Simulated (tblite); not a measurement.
# H11N2Si4: the cost of one run

Computed with tblite 0.8.0 and PySCF 2.14.0; each step states its level. No surroundings beyond the atoms listed, unless a continuum is named. Atoms count from 0, parts from 1.

## 1. The system as given

17 atoms, charge 0, multiplicity 2; geometry: distance geometry start.

## 2. Relaxing the cluster with GFN2-xTB

What the job is given:

```
{"job": {"kind": "relax", "xc": "GFN2-xTB", "basis": "xTB"}, "charge": 0, "multiplicity": 2}
Si    -0.079386     0.053585     0.089502
Si    -0.560556     2.288083    -0.469762
N     -1.095996    -1.038285    -0.683643
Si    -2.336325    -1.549629     0.331920
N      1.393044    -0.587647    -0.430295
Si     2.690749     0.150320     0.397720
H      0.344080     3.163723     0.303207
H     -0.389793     2.542776    -1.923477
H     -1.957928     2.622083    -0.052162
H     -0.580562    -1.843249    -1.073813
H     -1.737632    -2.310862     1.462540
H     -3.216258    -2.491295    -0.442185
H     -3.105723    -0.380143     0.797965
H      1.447480    -1.579503    -0.272157
H      2.484533    -0.062491     1.868582
H      2.753280     1.589318     0.096338
H      3.936716    -0.553523    -0.008908
```

With the program's defaults for keys left out, this is: GFN2-xTB geometry optimisation, gas phase.

Launch:

```console
$ OMP_NUM_THREADS=1 python cluster_run.py task.json out
```

One launch serves the whole session: the jobs run in the order shown.

**Question.** How long does this first job take on 1 thread of Arm Neoverse V1, shared host?

About 4.8 s.
